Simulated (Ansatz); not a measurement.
# ErNb2: the cost of one run

Program: Ansatz 0.2.0. Level of theory: DFT PBE, scalar-relativistic, plane waves, PAW; 4f electrons in the core of a trivalent norm-conserving potential. These are calculated values, not measurements.

1 further run of the same task is left out (it didn't finish).

## Step 1: The structure to begin with

It takes space group P6/mmm (No. 191, hexagonal). Conventional cell: a = 3.823 Å, b = 3.823 Å, c = 4.287 Å, α = 90.00°, β = 90.00°, γ = 120.00°. Er (site symmetry 6/mmm) is surrounded by 12 Nb at 3.08 Å. Nb (site symmetry -6m2) has 3 Nb at 2.21 Å in its first shell of neighbours.

Structure file:

```
CELL_PARAMETERS angstrom
3.82260 0.00000 0.00000
-1.91130 3.31047 0.00000
0.00000 0.00000 4.28706
ATOMIC_POSITIONS crystal
Er 0.00000 0.00000 0.00000
Nb 0.33333 0.66667 0.50000
Nb 0.66667 0.33333 0.50000
```

The cell is invented: species swapped into a database cell of ZrB2 (P6/mmm, No. 191), with Er on the Zr sites and Nb on the B sites. The dimensions are guesses.

## Step 2: Probe: one point on a coarse mesh

File input.yaml:

```yaml
crystal:
  lattice:
    - [3.82260135, 0.0, 0.0]
    - [-1.91130068, 3.31046988, 0.0]
    - [0.0, 0.0, 4.28705835]
  atoms:
    - { symbol: Er, position: [0.0, 0.0, 0.0] }
    - { symbol: Nb, position: [0.33333333, 0.66666667, 0.5] }
    - { symbol: Nb, position: [0.66666667, 0.33333333, 0.5] }
basis:
  ecutwfc: 770
kpoints:
  mp_grid: { grid: [6, 6, 4] }
hamiltonian:
  xc: pbe
  pseudopotentials:
    kind: paw
    azcp: { Er: "pseudopotentials/pbe/nc/lanthanide_3plus/Er.nc.azcp" }
scf:
  occupations: { method: gaussian, width: 0.1 }
  lower_state_search: "off"
output:
  forces: true
  stress: true
  eigenvalues: true
```

On the command line:

```sh
ansatz run input.yaml --threads 1 --pin off --max-ram 2560MiB --backend cpu --events-out ev --progress --plain --runs-dir out
```

**Question.** How long does this run take on 1 thread of Intel Xeon at 2.50GHz (Skylake/Cascade Lake), shared host, and how much memory does it need?

About 6.8 s, with a peak of 0.37 GiB.
